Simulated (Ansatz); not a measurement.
# AlClH₆OSi₂: small, medium and large basis sets

One table from this session's results is given with a row withheld; the runs are named, their logs left out.

The runs use Ansatz 0.2.0, Gaussian basis; one geometry, several basis sets.

Levels to be run: PBE0-D4/def2-SVP; ωB97M-V/def2-SVP; PBE0-D4/def2-QZVPP; ωB97M-V/def2-QZVPP; the functionals' def2-TZVPP values are taken from earlier runs.

## The relaxed structure

All runs share one geometry, relaxed beforehand with PBE0-D4 in a triple-zeta def2 set.

11 atoms, charge 0, spin multiplicity 1.

Atoms are counted from 1 here; the program's logs count them from 0.

Bond lengths: O1–Si2 1.647 Å, O1–H6 0.960 Å, Si2–Si3 2.344 Å, Si2–H7 1.492 Å, Si2–H8 1.484 Å, Si3–Al4 2.400 Å, Si3–Cl5 2.227 Å, Si3–H9 1.489 Å, Al4–Cl5 2.440 Å, Al4–H10 1.578 Å, Al4–H11 1.589 Å. Angles: Si2–O1–H6 118.1°, O1–Si2–Si3 107.8°, O1–Si2–H7 112.2°, O1–Si2–H8 107.0°, Si3–Si2–H7 107.7°, Si3–Si2–H8 113.6°, H7–Si2–H8 108.7°, Si2–Si3–Al4 118.4°, Si2–Si3–Cl5 102.5°, Si2–Si3–H9 114.7°, Al4–Si3–Cl5 63.5°, Al4–Si3–H9 126.9°, Cl5–Si3–H9 103.7°, Si3–Al4–Cl5 54.8°, Si3–Al4–H10 122.3°, Si3–Al4–H11 112.3°, Cl5–Al4–H10 108.8°, Cl5–Al4–H11 105.3° and more.

Set-up of the first run:

in.yaml

```yaml
crystal:
  periodic: [false, false, false]
  atoms:
    - {symbol: O, position_ang: [-1.816065, 1.239824, -0.199533]}
    - {symbol: Si, position_ang: [-1.157374, 0.306583, -1.386704]}
    - {symbol: Si, position_ang: [0.727512, -0.763124, -0.493413]}
    - {symbol: Al, position_ang: [1.112488, -0.611382, 1.871109]}
    - {symbol: Cl, position_ang: [1.969648, 0.949567, 0.202976]}
    - {symbol: H, position_ang: [-1.707667, 0.956646, 0.710902]}
    - {symbol: H, position_ang: [-2.096831, -0.751509, -1.859176]}
    - {symbol: H, position_ang: [-0.844936, 1.206978, -2.523710]}
    - {symbol: H, position_ang: [1.593351, -1.439568, -1.498266]}
    - {symbol: H, position_ang: [2.332021, -1.324788, 2.574143]}
    - {symbol: H, position_ang: [-0.046845, 0.173675, 2.622373]}
basis:
  gaussian: {orbitals: def2-SVP}
hamiltonian: {xc: pbe0, dispersion: d4}
output: {orbitals: {seedname: orbitals}}
```

Run with:

```
$ ansatz run in.yaml --threads 4 --pin off --events-out ev --progress --plain --max-ram 10444MiB
```

Among the steps run: PBE0-D4 in def2-SVP; ωB97M-V in def2-SVP; PBE0-D4 in def2-QZVPP; ωB97M-V in def2-QZVPP.

One table of the session follows, with a row left open; its other results are not shown here.

It belongs to the step «Density functionals: the series». 

| functional | basis | HOMO (eV) |
| --- | --- | --- |
| PBE0-D4 | def2-SVP | -7.23 |
| PBE0-D4 | def2-TZVPP | -7.18 |
| PBE0-D4 | def2-QZVPP | -7.18 |
| ωB97M-V | def2-SVP | -9.12 |
| ωB97M-V | def2-TZVPP | -9.10 |
| ωB97M-V | def2-QZVPP | ? |

Estimate the missing values for ωB97M-V, def2-QZVPP.

The run gave: HOMO (eV): -9.11. In the column «HOMO (eV)» it lies between ωB97M-V, def2-SVP (-9.12) and ωB97M-V, def2-TZVPP (-9.10).
